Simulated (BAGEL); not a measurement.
# CH3BrSn (SMILES [CH3][Sn][Br]), step by step

Wanted: energy and gradient (B3LYP/x2c-SV(P)all), then energy and gradient (B3LYP/x2c-SVPall), then energy and forces (B3LYP/x2c-TZVPall) of CH3BrSn. 

The results are computed with BAGEL 1.2.2.

## (1) Starting point

CH3BrSn: 6 atoms, total charge 0, spin state singlet. As SMILES, `[CH3][Sn][Br]`. The coordinates come from a PBE0-D4/def2-TZVP relaxation.

Bond lengths: C1–Sn2 2.178 Å, Sn2–Br3 2.537 Å, C1–H4 1.093 Å, C1–H5 1.094 Å, C1–H6 1.092 Å. Angles: C1–Sn2–Br3 94.1°, Sn2–C1–H4 109.3°, Sn2–C1–H5 109.2°, Sn2–C1–H6 111.9°, H4–C1–H5 107.5°, H4–C1–H6 109.5°, H5–C1–H6 109.4°.

## (2) Energy and forces at B3LYP/x2c-SV(P)all (DKH2, density fitting with AutoAux, property dipole) (run 1)

The input, calc.json:

```json
{ "bagel": [

{
  "title": "molecule",
  "basis": "x2c-sv_p_all.json",
  "df_basis": "x2c-sv_p_all-autoaux.json",
  "angstrom": true,
  "dkh": true,
  "geometry": [
    { "atom": "C", "xyz": [   -0.419500,    0.471800,   -0.315900 ] },
    { "atom": "Sn", "xyz": [    0.255200,   -0.261700,    1.621100 ] },
    { "atom": "Br", "xyz": [    1.776600,   -2.031200,    0.627000 ] },
    { "atom": "H", "xyz": [   -0.870300,   -0.351000,   -0.877500 ] },
    { "atom": "H", "xyz": [    0.443800,    0.825400,   -0.886600 ] },
    { "atom": "H", "xyz": [   -1.143600,    1.282700,   -0.214300 ] }
  ]
},
{
  "title": "force",
  "method": [
    {
      "title": "ks",
      "xc_func": "b3lyp"
    }
  ]
}

]}
```

The basis set x2c-SV(P)all is read from a file made from the Basis Set Exchange's data (not shown).

Started as:

```console
BAGEL_NUM_THREADS=1 BAGEL calc.json > calc.out
```

Log:

```text
* using 1 threads per process

  ===============================================================
  ===============================================================

  *** Geometry ***

  { "atom" : "C", "xyz" : [     -0.792740,      0.891573,     -0.596964 ] },
  { "atom" : "Sn", "xyz" : [      0.482258,     -0.494541,      3.063435 ] },
  { "atom" : "Br", "xyz" : [      3.357287,     -3.838412,      1.184858 ] },
  { "atom" : "H", "xyz" : [     -1.644629,     -0.663294,     -1.658235 ] },
  { "atom" : "H", "xyz" : [      0.838660,      1.559780,     -1.675431 ] },
  { "atom" : "H", "xyz" : [     -2.161091,      2.423952,     -0.404968 ] },

  Number of auxiliary basis functions:      824

  Since a DF basis is specified, we compute 2- and 3-index integrals:
    o Being stored without compression. Storage requirement is 0.051 GB

  Number of basis functions:       88
  Number of electrons      :       94

    * METHOD: MOLECULE                             0.72

  The gradients will be computed analytically.

  *** Kohn-Sham DFT ***

    * Removing 9823 points whose weight is below 1.00e-10
    * Grid points: 79613

  === Nuclear Repulsion ===
   523.2627898336

       - DIIS with orbital gradients will be used.

  === KS iteration (b3lyp / x2c-sv_p_all.json) ===
      0      -8732.30571282          0.09667360           0.64
      1      -8339.07091689          0.19638947           0.61
      2      -8469.56019772          0.10661663           0.60
[... 18 lines of this table left out ...]
     21      -8819.83661982          0.00000000           0.61
    * SCF iteration converged.

    * Permanent dipole moment:
           (    0.647193,    -0.749645,    -0.243181) a.u.

  * Nuclear energy gradient

    o Atom   0
        x          0.0001588140
        y         -0.0001523587
        z         -0.0007954955
    o Atom   1
        x          0.0008184653
        y         -0.0011277578
        z         -0.0102515576
    o Atom   2
        x         -0.0039887627
        y          0.0045831737
        z          0.0020675809
    o Atom   3
        x          0.0035432482
        y          0.0059450272
        z          0.0046778339
    o Atom   4
        x         -0.0062647978
        y         -0.0028362543
        z          0.0047654749
    o Atom   5
        x          0.0057174527
        y         -0.0064165051
        z         -0.0004954253
  * Gradient computed with                              8.14

    * METHOD: FORCE                               21.84

  ===============================================================
```

It took 23 s on 1 thread of Arm Neoverse V1, shared host; peak memory 1.2 GiB.

## (3) Energy and gradient at B3LYP/x2c-SVPall (DKH2, density fitting with AutoAux, property dipole) (run 2)

The input, input.json:

```json
{ "bagel" : [

{
  "title" : "molecule",
  "basis" : "x2c-svpall.json",
  "df_basis" : "x2c-svpall-autoaux.json",
  "angstrom" : "true",
  "dkh" : "true",
  "geometry" : [
    { "atom" : "C", "xyz" : [      -0.419500,       0.471800,      -0.315900 ] },
    { "atom" : "Sn", "xyz" : [       0.255200,      -0.261700,       1.621100 ] },
    { "atom" : "Br", "xyz" : [       1.776600,      -2.031200,       0.627000 ] },
    { "atom" : "H", "xyz" : [      -0.870300,      -0.351000,      -0.877500 ] },
    { "atom" : "H", "xyz" : [       0.443800,       0.825400,      -0.886600 ] },
    { "atom" : "H", "xyz" : [      -1.143600,       1.282700,      -0.214300 ] }
  ]
},

{
  "title" : "force",
  "method" : [
    { "title" : "ks", "xc_func" : "b3lyp" }
  ]
}

]}
```

The basis set x2c-SVPall is read from a file made from the Basis Set Exchange's data (not shown).

Started as:

```console
BAGEL_NUM_THREADS=1 BAGEL input.json > input.out
```

Log:

```text
* using 1 threads per process

  ===============================================================
  ===============================================================

  *** Geometry ***

  { "atom" : "C", "xyz" : [     -0.792740,      0.891573,     -0.596964 ] },
  { "atom" : "Sn", "xyz" : [      0.482258,     -0.494541,      3.063435 ] },
  { "atom" : "Br", "xyz" : [      3.357287,     -3.838412,      1.184858 ] },
  { "atom" : "H", "xyz" : [     -1.644629,     -0.663294,     -1.658235 ] },
  { "atom" : "H", "xyz" : [      0.838660,      1.559780,     -1.675431 ] },
  { "atom" : "H", "xyz" : [     -2.161091,      2.423952,     -0.404968 ] },

  Number of auxiliary basis functions:      857

  Since a DF basis is specified, we compute 2- and 3-index integrals:
    o Being stored without compression. Storage requirement is 0.065 GB

  Number of basis functions:       97
  Number of electrons      :       94

    * METHOD: MOLECULE                             0.80

  The gradients will be computed analytically.

  *** Kohn-Sham DFT ***

    * Removing 9823 points whose weight is below 1.00e-10
    * Grid points: 79613

  === Nuclear Repulsion ===
   523.2627898336

       - DIIS with orbital gradients will be used.

  === KS iteration (b3lyp / x2c-svpall.json) ===
      0      -8732.28563238          0.08806895           0.69
      1      -8335.88793534          0.20270423           0.69
      2      -8470.10938036          0.10546372           0.69
[... 19 lines of this table left out ...]
     22      -8819.84425490          0.00000001           0.70
    * SCF iteration converged.

    * Permanent dipole moment:
           (    0.649455,    -0.752036,    -0.237213) a.u.

  * Nuclear energy gradient

    o Atom   0
        x          0.0008289312
        y         -0.0008784298
        z          0.0008670713
    o Atom   1
        x          0.0010346148
        y         -0.0013644429
        z         -0.0094797796
    o Atom   2
        x         -0.0040109240
        y          0.0046091207
        z          0.0020405386
    o Atom   3
        x          0.0026116271
        y          0.0044867841
        z          0.0034511456
    o Atom   4
        x         -0.0047226315
        y         -0.0020850863
        z          0.0035193525
    o Atom   5
        x          0.0042427838
        y         -0.0047725723
        z         -0.0004301451
  * Gradient computed with                              8.89

    * METHOD: FORCE                               25.31

  ===============================================================
```

Run time: 26 s. Hardware: 1 thread of Arm Neoverse V1, shared host; peak memory 1.3 GiB.

## (4) Energy and forces at B3LYP/x2c-TZVPall (DKH2, density fitting with AutoAux, property dipole) (run 3)

input.json: that of step 3 with these lines changed.

```diff
@@ -4,6 +4,6 @@
   "title" : "molecule",
-  "basis" : "x2c-svpall.json",
-  "df_basis" : "x2c-svpall-autoaux.json",
-  "angstrom" : "true",
-  "dkh" : "true",
+  "basis" : "x2c-tzvpall.json",
+  "df_basis" : "x2c-tzvpall-autoaux.json",
+  "angstrom" : true,
+  "dkh" : true,
   "geometry" : [
@@ -21,3 +21,6 @@
   "method" : [
-    { "title" : "ks", "xc_func" : "b3lyp" }
+    {
+      "title" : "ks",
+      "xc_func" : "b3lyp"
+    }
   ]
```

The basis set x2c-TZVPall is read from a file made from the Basis Set Exchange's data (not shown).

Started as:

```console
BAGEL_NUM_THREADS=1 BAGEL input.json > input.out
```

Log:

```text
* using 1 threads per process

  ===============================================================
  ===============================================================

  *** Geometry ***

  { "atom" : "C", "xyz" : [     -0.792740,      0.891573,     -0.596964 ] },
  { "atom" : "Sn", "xyz" : [      0.482258,     -0.494541,      3.063435 ] },
  { "atom" : "Br", "xyz" : [      3.357287,     -3.838412,      1.184858 ] },
  { "atom" : "H", "xyz" : [     -1.644629,     -0.663294,     -1.658235 ] },
  { "atom" : "H", "xyz" : [      0.838660,      1.559780,     -1.675431 ] },
  { "atom" : "H", "xyz" : [     -2.161091,      2.423952,     -0.404968 ] },

  Number of auxiliary basis functions:     1170

  Since a DF basis is specified, we compute 2- and 3-index integrals:
    o Being stored without compression. Storage requirement is 0.231 GB

  Number of basis functions:      157
  Number of electrons      :       94

    * METHOD: MOLECULE                             2.33

  The gradients will be computed analytically.

  *** Kohn-Sham DFT ***

    * Removing 9823 points whose weight is below 1.00e-10
    * Grid points: 79613

  === Nuclear Repulsion ===
   523.2627898336

       - DIIS with orbital gradients will be used.

  === KS iteration (b3lyp / x2c-tzvpall.json) ===
      0      -8616.35355301          0.10940495           1.63
      1      -8532.82963319          0.29939165           1.63
      2      -8651.09836642          0.09385858           1.63
[... 22 lines of this table left out ...]
     25      -8820.95376575          0.00000001           1.66
    * SCF iteration converged.

    * Permanent dipole moment:
           (    0.694379,    -0.804974,    -0.316049) a.u.

  * Nuclear energy gradient

    o Atom   0
        x          0.0020914579
        y         -0.0022637457
        z          0.0054432013
    o Atom   1
        x          0.0009467930
        y         -0.0012267222
        z         -0.0070159632
    o Atom   2
        x         -0.0033467581
        y          0.0038707470
        z          0.0015081392
    o Atom   3
        x         -0.0000794974
        y         -0.0007424474
        z         -0.0001727032
    o Atom   4
        x          0.0007270397
        y         -0.0000079192
        z         -0.0001471285
    o Atom   5
        x         -0.0003452456
        y          0.0003710559
        z          0.0003579278
  * Gradient computed with                             20.41

    * METHOD: FORCE                               64.35

  ===============================================================
```

Wall time 67 s (1 thread of Arm Neoverse V1, shared host); peak memory 2 GiB.

## (5) Results

| quantity | value |
| --- | --- |
| run 1, B3LYP/x2c-SV(P)all: total energy | -8819.83662 Eh |
| run 1, B3LYP/x2c-SV(P)all: dipole moment | 2.59 D |
| run 1, B3LYP/x2c-SV(P)all: largest force on an atom | 0.532 eV/Å |
| run 2, B3LYP/x2c-SVPall: total energy | -8819.84425 Eh |
| run 2, B3LYP/x2c-SVPall: dipole moment | 2.60 D |
| run 2, B3LYP/x2c-SVPall: largest force on an atom | 0.495 eV/Å |
| run 3, B3LYP/x2c-TZVPall: total energy | -8820.95377 Eh |
| run 3, B3LYP/x2c-TZVPall: dipole moment | 2.82 D |
| run 3, B3LYP/x2c-TZVPall: largest force on an atom | 0.369 eV/Å |

What this shows: The largest force (run 1, B3LYP/x2c-SV(P)all) is 0.53 eV/Å: the shape isn't a stationary point for this species at this level. The largest force (run 3, B3LYP/x2c-TZVPall) is 0.37 eV/Å: the shape isn't a stationary point for this species at this level. The largest force (run 2, B3LYP/x2c-SVPall) is 0.50 eV/Å: the shape isn't a stationary point for this species at this level.
